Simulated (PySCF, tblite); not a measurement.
# C₇H₆N₄: geometry, infrared bands and NMR shifts

Wanted: the infrared bands and NMR shifts of C₇H₆N₄ (`C#Cc1nn(CC)nc1C#N`), by calculation.

Computed with tblite 0.8.0 and PySCF 2.14.0, with density-fitted response routines of our own, on a single molecule in the gas phase. Atoms count from 0, in the outputs and in this text.

## 1. The molecule as given

17 atoms, charge 0, multiplicity 1; geometry from: force field or distance geometry start.

Bonds of the start (Å): C0–C1 1.22, C1–C2 1.40, C2–N3 1.34, N3–N4 1.34, N4–C5 1.46, C5–C6 1.51, N4–N7 1.36, N7–C8 1.34, C8–C9 1.42, C9–N10 1.16, C8–C2 1.40, C0–H11 1.06, C5–H12 1.09, C5–H13 1.09, C6–H14 1.10, C6–H15 1.10, C6–H16 1.10.

## 2. Optimising the geometry with GFN2-xTB

The job: settings as JSON, then the geometry in Å.

```
{"job": {"kind": "relax", "xc": "GFN2-xTB", "basis": "xTB"}, "charge": 0, "multiplicity": 1}
C      3.574800    -1.786300     0.414200
C      2.579900    -1.115200     0.209000
C      1.433900    -0.333800    -0.009600
N      0.264600    -0.926500    -0.304900
N     -0.557100     0.125500    -0.434900
C     -1.966000    -0.051900    -0.755500
C     -2.808400    -0.169000     0.495900
N     -0.022100     1.365200    -0.271600
C      1.256400     1.056900     0.001600
C      2.211700     2.078600     0.260900
N      3.016700     2.890000     0.466700
H      4.428900    -2.381600     0.589700
H     -2.283900     0.808000    -1.345200
H     -2.048100    -0.951100    -1.374300
H     -3.865600    -0.296700     0.236600
H     -2.726200     0.726000     1.134500
H     -2.496400    -1.026000     1.109200
```

Started as:

```
> OMP_NUM_THREADS=1 python probes_run.py task.json out
```

The driver reads the jobs from task.json and runs them one after another.

**Question.** This job is followed by: GFN2-xTB harmonic vibrations, gas phase; GIAO PBE0/pcSseg-1 NMR shielding, non-relativistic, gas phase. Predict these results of the whole session: strongest single infrared mode (GFN2-xTB); zero-point energy (GFN2-xTB); 13C shifts against TMS (PBE0/pcSseg-1); 1H shifts against TMS (PBE0/pcSseg-1, means over atoms taken as alike); 15N shifts against NH3 (PBE0/pcSseg-1).

The runs gave:

| quantity | value |
| --- | --- |
| strongest single infrared mode (GFN2-xTB) | 2378 cm⁻¹, 225 km/mol |
| zero-point energy (GFN2-xTB) | 75.5 kcal/mol |
| 13C shifts against TMS (PBE0/pcSseg-1) | 142.3, 132.4, 116.4, 97.7, 75.8, 52.4, 19.4 ppm |
| 1H shifts against TMS (PBE0/pcSseg-1, means over atoms taken as alike) | 4.52, 3.24, 1.52 ppm |
| 15N shifts against NH3 (PBE0/pcSseg-1) | 376.4, 371.9, 333.5, 286.7 ppm |

**Reading.** The optimisation took 42 steps and gained 0.250 eV; among the close pairs (by a distance rule), N4–N7 changed most, from 1.360 to 1.304 Å. All 45 modes are real, so the xTB geometry is a minimum. The strongest single mode, at 2378 cm⁻¹, moves mainly C9 and N10. GFN2-xTB is a fitted tight-binding method: band positions and strengths are rough. Its intensities can rank the bands wrongly. H12, H13 (mean) (hydrogen on an sp3 CH2 bonded to N) lies farthest downfield among hydrogen, at 4.52 ppm; its carbon carries N, hence the downfield position. NICS(1)zz of -30 ppm above the planar ring from C2 marks a diatropic (aromatic) ring current.
